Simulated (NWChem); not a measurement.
Volume series of BN (zincblende structure): lattice constant and bulk modulus

All runs are NWChem calculations. Level: PBE, default library pseudopotentials (valence charges N 5, B 3), cutoff 40 Ha, shifted 4×4×4 mesh, two-atom cell, no spin-orbit coupling. The cell is scaled uniformly; the run nearest the minimum isn't listed, and energies count from the lowest row shown.

| volume (Å³/cell) | E (meV/atom) |
|---|---|
| 10.97 | ? |
| 11.21 | 8.1 |
| 11.44 | 0.0 |
| 11.91 | 0.4 |
| 12.14 | 8.6 |
| 12.38 | 21.2 |

**Question.** Fit the energy as a cubic in V^(−2/3), give the equilibrium lattice constant and bulk modulus, and predict the withheld row.

**Answer.** The minimum lies at V₀ = 11.66 Å³, so a₀ = (4V₀)^(1/3) = 3.600 Å, and B₀ = V·d²E/dV² ≈ 370 GPa. The fit predicts 22.5 meV/atom at 10.97 Å³; the run gave 23.0.
